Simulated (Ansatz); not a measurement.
From input file to script: CH5BClNSi, SMILES Cl[SiH]1BCN1 in Ansatz 0.2.0.

```yaml
crystal:
  periodic: [false, false, false]
  atoms:
    - { symbol: Cl, position_ang: [-2.0941, 1.7955, 0.8187] }
    - { symbol: Si, position_ang: [-0.2227, 1.1209, 0.3947] }
    - { symbol: B, position_ang: [0.0202, -0.6569, 1.055] }
    - { symbol: C, position_ang: [0.0741, -1.0074, -0.5187] }
    - { symbol: "N", position_ang: [-0.1694, 0.2809, -1.1723] }
    - { symbol: H, position_ang: [0.8985, 2.0759, 0.5862] }
    - { symbol: H, position_ang: [0.7357, -1.0683, 1.9641] }
    - { symbol: H, position_ang: [0.9783, -1.5008, -0.8478] }
    - { symbol: H, position_ang: [-0.8721, -1.6482, -0.6916] }
    - { symbol: H, position_ang: [0.7346, 0.5572, -1.5852] }
basis:
  gaussian: { orbitals: def2-SVP }
hamiltonian:
  xc: b3lyp
output:
  forces: true
```

On the command line:
```console
$ ansatz run input.yaml --threads 1 --pin off --max-ram 4096MiB --backend cpu --events-out ev --progress --plain --runs-dir out
Engine: ansatz 0.2.0, aarch64-unknown-linux-gnu
Functional definition: B3LYP
  parameter a0 = 0.2
  parameter ax = 0.72
  parameter ac = 0.81
  exchange = (1 - a0 - ax)*slater_x + ax*b88_x + a0*exact_x
  correlation = (1 - ac)*vwn_rpa_c + ac*lyp_c
1017 factors; integrals over basis functions are off by at most 1.2e-3 eV
mean field evaluation 1: about -23669.0957 eV, gradient 5.5e1 eV
mean field evaluation 2: about -23636.4590 eV, gradient 1.2e2 eV
mean field evaluation 4: about -23676.1012 eV, gradient 6.4e0 eV
mean field evaluation 8: about -23676.3222 eV, gradient 7.2e-1 eV
mean field evaluation 16: about -23676.3238 eV, gradient 9.2e-5 eV
mean field -23676.32384804 eV, -870.0888530268 hartree, gradient 2.3e-5 eV, S^2 0.000000; 0 other end points of the search recorded, 0 dependent functions left out
the calculation of the forces begins
reference -23676.32410167 eV, -870.0888623476 hartree; 27, 27 occupied and 76, 76 virtual orbitals, 1017 factors
Total energy: -23676.32410167 eV, -870.0888623476 hartree
Atom 0 at    -2.094100     1.795500     0.818700 Å, force    -0.962808     0.963471     0.123940 eV/Å
Atom 1 at    -0.222700     1.120900     0.394700 Å, force    -0.505428     0.550950    -0.194924 eV/Å
Atom 2 at     0.020200    -0.656900     1.055000 Å, force     2.539361    -0.586764     0.098156 eV/Å
Atom 3 at     0.074100    -1.007400    -0.518700 Å, force    -2.584256    -1.828300     1.258133 eV/Å
Atom 4 at    -0.169400     0.280900    -1.172300 Å, force     1.448971     1.585081    -0.159171 eV/Å
Atom 5 at     0.898500     2.075900     0.586200 Å, force    -0.090023     0.462721     0.029493 eV/Å
Atom 6 at     0.735700    -1.068300     1.964100 Å, force    -0.897735    -0.500506    -0.200191 eV/Å
Atom 7 at     0.978300    -1.500800    -0.847800 Å, force     0.366383    -0.743393    -0.262823 eV/Å
Atom 8 at    -0.872100    -1.648200    -0.691600 Å, force     1.286322     0.012903    -0.155520 eV/Å
Atom 9 at     0.734600     0.557200    -1.585200 Å, force    -0.600788     0.083834    -0.537092 eV/Å
Dipole moment:     0.400052    -0.186040     0.022683 e Å
```

The script, `deck_ch5bclnsi.py`:
```python
# -*- coding: utf-8 -*-
import ansatz as az
import numpy as np


def main():
    deck = {
        'crystal': {
            'periodic': [False, False, False],
            'atoms': [
                {'symbol': 'Cl', 'position_ang': [-2.0941, 1.7955, 0.8187]},
                {'symbol': 'Si', 'position_ang': [-0.2227, 1.1209, 0.3947]},
                {'symbol': 'B', 'position_ang': [0.0202, -0.6569, 1.055]},
                {'symbol': 'C', 'position_ang': [0.0741, -1.0074, -0.5187]},
                {'symbol': 'N', 'position_ang': [-0.1694, 0.2809, -1.1723]},
                {'symbol': 'H', 'position_ang': [0.8985, 2.0759, 0.5862]},
                {'symbol': 'H', 'position_ang': [0.7357, -1.0683, 1.9641]},
                {'symbol': 'H', 'position_ang': [0.9783, -1.5008, -0.8478]},
                {'symbol': 'H', 'position_ang': [-0.8721, -1.6482, -0.6916]},
                {'symbol': 'H', 'position_ang': [0.7346, 0.5572, -1.5852]},
            ],
        },
        'basis': {'gaussian': {'orbitals': 'def2-SVP'}},
        'hamiltonian': {'xc': 'b3lyp'},
        'output': {'forces': True},
    }
    session = az.Session.from_dict(deck)
    data = session.plan(threads=1).execute().report

    print('reference energy %16.6f eV' % data['reference_energy_ev'])
    print('total energy     %16.6f eV' % data['free_energy_ev'])
    print('occupied orbitals outside the frozen core (up, down):', data['n_occupied'], ' frozen:', data['n_frozen'], ' virtual:', data['n_virtual'])
    symbols = ['Cl', 'Si', 'B', 'C', 'N', 'H', 'H', 'H', 'H', 'H']

    forces = np.array(data['forces_ev_ang'])
    print('largest force', round(float(np.linalg.norm(forces, axis=1).max()), 4), 'eV/A, rms', round(float(np.sqrt((forces ** 2).mean())), 4))
    charges = data['charge_distribution']
    dipole = np.array(charges['dipole_moment_e_ang']) * 4.803205
    print('dipole (D): {:.3f} {:.3f} {:.3f}, length {:.3f}'.format(*dipole, np.linalg.norm(dipole)))
    print('atom  Mulliken   Lowdin')
    for symbol, m, l in zip(symbols, charges['mulliken_charges_e'], charges['lowdin_charges_e']):
        print(f'{symbol:4s} {m:9.3f} {l:8.3f}')


if __name__ == '__main__':
    main()
```

```console
$ python deck_ch5bclnsi.py
reference energy    -23676.324102 eV
total energy        -23676.324102 eV
occupied orbitals outside the frozen core (up, down): [27, 27]  frozen: 0  virtual: [76, 76]
largest force 3.4065 eV/A, rms 0.9987
dipole (D): 1.922 -0.894 0.109, length 2.122
atom  Mulliken   Lowdin
Cl      -0.238    0.109
Si       0.495    0.123
B       -0.048   -0.194
C        0.039   -0.010
N       -0.344   -0.009
H       -0.090   -0.078
H       -0.009   -0.016
H        0.034    0.015
H        0.052    0.046
H        0.110    0.013
```

Total energies depend on the basis set; only differences at equal settings carry meaning. The geometry is a force-field or estimated start, not a minimum of this method, and the basis set is short of its limit. The Löwdin charges here are taken after orthogonalising the functions within each atom; they differ from plain Löwdin charges, and their signs can be unphysical. b3lyp holds the VWN-RPA fit, as in Gaussian; the form of ORCA and Turbomole is b3lyp5. It ran for 4.8 s on 1 thread of Arm Neoverse V1 (shared host), peak memory 0.26 GiB.

(A comment or docstring line of the script was reworded after the run, the code is as it ran; lines on the test bed's own set-up are left out of the output.)
